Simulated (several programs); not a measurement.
Cs₂AgBiBr₆ (elpasolite) from semi-empirical methods to plane-wave DFT

Measured values to be reproduced:
- band gap: 2.12 eV (indirect gap from Tauc plot of optical absorption, Ag:Bi = 1.15:1 in precursor; 300 K; “Highly ordered lead-free double perovskite halides by design”; Tauc extrapolation of indirect absorption edge; crystal grown with Ag excess; measurement temperature not stated, presumably room …; 2020; arxiv:2006.15818)
- volume: 35.78 Å³ an atom (from the lattice constants; cubic a, crystal grown at 60 C; “Lead‐Free Halide Double Perovskite Cs₂AgBiBr₆ with Decreased Band Gap”; measurement temperature not stated in the passage; 2020; pmc:7496408)

Cs₂AgBiBr₆ in the elpasolite structure, relaxed with r2SCAN in Ansatz, was computed with several methods. The symmetry is Fm-3m (No. 225, cubic); a = 11.345 Å in the conventional setting, 36.51 Å³ an atom. Around Cs lie 12 Br at 4.01 Å; around Ag lie 6 Br at 2.82 Å; around Bi lie 6 Br at 2.86 Å; around Br lie 1 Ag at 2.82 Å and 1 Bi at 2.86 Å and 4 Cs at 4.01 Å. Computed, not measured; no magnetism was allowed, and whether the structure is a known phase isn't checked.

```xyz
10
Lattice="0.0000 5.6727 5.6727 5.6727 0.0000 5.6727 5.6727 5.6727 0.0000" Properties=species:S:1:pos:R:3 pbc="T T T"
Cs    2.8363    2.8363    2.8363
Cs    8.5090    8.5090    8.5090
Ag    0.0000    0.0000    0.0000
Bi    5.6727    5.6727    5.6727
Br    8.5298    5.6727    5.6727
Br    5.6727    2.8156    5.6727
Br    5.6727    8.5298    5.6727
Br    2.8156    5.6727    5.6727
Br    5.6727    5.6727    8.5298
Br    5.6727    5.6727    2.8156
```

Gaps and times are for a single point on this cell; volume and bulk modulus come from each method's own relaxation or energy curve at fixed shape, which is too stiff where a cell has free coordinates or axes. Times are rough, from shared hosts (Arm Neoverse V1; Arm Neoverse V2), and each method has its own mesh and cell size. A double dagger marks a value from a curve with shape and coordinates held. PM6 (MOPAC), PM7 (MOPAC), GFN1-xTB (tblite), GFN2-xTB (tblite) treat a cluster of cells at its zone centre, which samples few k points: where these miss a band edge, the gap comes out too large for that reason alone. Gaps from k meshes are read at a limited set of points (mesh, symmetry points, PBE's band edges), so each method's own least gap may be somewhat smaller. xTB and the PM methods were fitted mostly to molecules, and can miss a solid's gap by electronvolts. Minimal bases can be far off for gaps. Times of the plane-wave ladder aren't listed, since it ran on unlike processors and cards. d marks a direct gap, i an indirect one (no mark: not told apart), a dash a value that wasn't computed or didn't pass its checks.

```tsv
method	kind	gap (eV)	own volume (Å³/atom)	bulk modulus (GPa)	atoms computed	processor time
PBEsol	semilocal	–	35.00	–	10	–
GFN1-xTB (tblite)	tight binding	1.97	34.38‡	34‡	cluster	1.9 s
GFN2-xTB (tblite)	tight binding	2.80	37.12‡	22‡	cluster	2.6 s
PM7 (MOPAC)	semi-empirical	6.81	–	–	cluster	3.8 s
PM6 (MOPAC)	semi-empirical	6.02	–	–	cluster	5.2 s
light PBE (260 eV and a coarse mesh)	light plane-wave	1.33 i	–	–	10	5.6 s
LDA	semilocal	1.12 i	33.24	–	10	–
PBE	semilocal	1.28 i	37.77	23‡	10	–
PBE/SZV (CP2K)	small basis	0.98 i	–	–	10	29 s
r2SCAN	semilocal	1.67 i	36.51	27‡	10	–
PBE/DZVP (CP2K)	small basis	1.29 i	38.25‡	23‡	10	63 s
LC-ωPBE	hybrid	6.59 i	–	–	10	–
PBE+SOC	semilocal	1.05 i	–	–	10	–
HSE06	hybrid	2.15 i	–	–	10	–
PBE0	hybrid	2.82 i	–	–	10	–
DDH-PBE0	hybrid	2.49 i	–	–	10	–
```

Against HSE06 (2.15 eV) and with closed or daggered gaps left aside, the nearest gap at the points sampled is that of GFN1-xTB (tblite) (-0.18 eV) and the farthest that of PM7 (MOPAC) (+4.66 eV). HSE06 is only a yardstick of convenience, and nearness to it can be luck.

Volumes against r2SCAN's: PBEsol -4.1 %, LDA -8.9 %, PBE +3.5 %.

Runs without a result: GLLB-SC (GPAW) (single point, out of time).

Comparison with experiment:
- Band gap, measured 2.12 eV: GFN1-xTB (tblite) -0.15 eV, GFN2-xTB (tblite) +0.68 eV, PM7 (MOPAC) +4.69 eV, PM6 (MOPAC) +3.90 eV, light PBE (260 eV and a coarse mesh) -0.79 eV, LDA -1.00 eV, PBE -0.84 eV, PBE/SZV (CP2K) -1.14 eV, r2SCAN -0.45 eV, PBE/DZVP (CP2K) -0.83 eV, LC-ωPBE +4.47 eV, PBE+SOC -1.07 eV, HSE06 +0.03 eV, PBE0 +0.70 eV, DDH-PBE0 +0.37 eV.
- Volume, measured 35.78 Å³ an atom: PBEsol -2.2 %, LDA -7.1 %, PBE +5.6 %, r2SCAN +2.0 %.
The calculations are for a static lattice; samples hold vibrations, temperature and, in optical gaps, excitons. A measured value is shown where most reports agree with it, and only for the quantities listed.

Only the rows marked +SOC include spin-orbit coupling.
